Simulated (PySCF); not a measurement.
# Cl4Fe ([FeCl4]-): the cost of one run

Computed with PySCF 2.14.0 and routines of our own; the level stands in each step. Atoms count from 0.

### Step 1. The system as given

5 atoms, charge -1, states of the metal's open shell are computed; geometry from: GFN2-xTB, shaken.

### Step 2. Relaxing the molecule at B3LYP-D3(BJ)/def2-SVP

The job: settings as JSON, then the geometry in Å.

```
{"job": {"xc": "B3LYP", "basis": "def2-SVP", "d3": "d3bj", "grid": 1, "maxiter": 40, "kind": "geom"}, "charge": -1, "metal": "Fe", "open_shell": "d5"}
Fe    -0.000250     0.004110    -0.004670
Cl    -0.003740    -0.022780     2.160330
Cl     2.048550     0.030360    -0.742290
Cl    -1.041850     1.787720    -0.700830
Cl    -1.022870    -1.788270    -0.733990
```

Launch:

```sh
OMP_NUM_THREADS=1 python lf_run.py task.json out
```

This one command runs all jobs of the session in turn.

**Question.** How long does this first job take on 1 thread of Arm Neoverse V1, shared host, and how much memory does it need?

About 83 s, with a peak of 0.42 GiB.
